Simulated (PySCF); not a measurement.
# C₂H₈O₃SSi₂: electronic excitations

Aim: predict the electronic excitations of C₂H₈O₃SSi₂ (`[SiH3]OCOC(=S)O[SiH3]`).

The runs use PySCF 2.14.0, with density-fitted response routines of our own; the level of theory stands in each step. All values are computed, except where a source is named. Atoms are numbered from 0 throughout.

## (1) Starting geometry

16 atoms, charge 0, multiplicity 1; geometry from: GFN2-xTB.

Bonds of the start (Å): Si0–O1 1.64, O1–C2 1.36, C2–O3 1.41, O3–C4 1.35, C4–S5 1.62, C4–O6 1.30, O6–Si7 1.67, Si0–H8 1.46, Si0–H9 1.47, Si0–H10 1.45, C2–H11 1.10, C2–H12 1.10, Si7–H13 1.45, Si7–H14 1.46, Si7–H15 1.46.

## (2) Excited states and response: B3LYP/def2-SVPD

What the job is given:

```
{"job": {"kind": "uv", "xc": "B3LYP", "basis": "def2-SVPD", "nstates": 8, "ntriplets": 3}, "charge": 0, "multiplicity": 1}
Si    -2.370370    -0.272432     0.844631
O     -1.780554    -0.248691    -0.683411
C     -0.744509     0.462412    -1.211760
O      0.466809     0.209789    -0.530790
C      0.832920     1.004875     0.491771
S      0.146372     2.423196     0.874743
O      1.845031     0.525571     1.148390
Si     2.548925    -0.961636     0.868484
H     -2.872784     1.041716     1.233842
H     -1.339855    -0.703126     1.794024
H     -3.390876    -1.281067     0.621713
H     -0.579991     0.122941    -2.240594
H     -0.946897     1.544330    -1.190626
H      3.532316    -0.894498     1.936559
H      1.535849    -1.995952     1.043470
H      3.110015    -0.968483    -0.476888
```

Method: TDDFT B3LYP/def2-SVPD, vertical, gas phase, core orbitals frozen in the response.

On the command line:

```sh
> OMP_NUM_THREADS=1 python probes_run.py task.json out
```

The driver reads the jobs from task.json and runs them one after another.

What will the session give for the following? lowest singlet (B3LYP/def2-SVPD); brightest single state of those computed; lowest triplet. Wanted: lowest singlet; brightest single state of those computed; lowest triplet.

The runs gave:

```
                                quantity                        value
        lowest singlet (B3LYP/def2-SVPD)  3.75 eV (331 nm), f = 0.000
brightest single state of those computed  state 3, 5.56 eV, f = 0.147
                          lowest triplet                      3.44 eV
```

**Reading.** The lowest singlet, at 3.75 eV, is HOMO→LUMO 0.99 and is dark; of the 8 states computed, the strongest absorption comes from state 3 at 5.56 eV. The lowest triplet lies 0.31 eV below the lowest singlet (triplets in Tamm-Dancoff, singlets in full TDDFT).
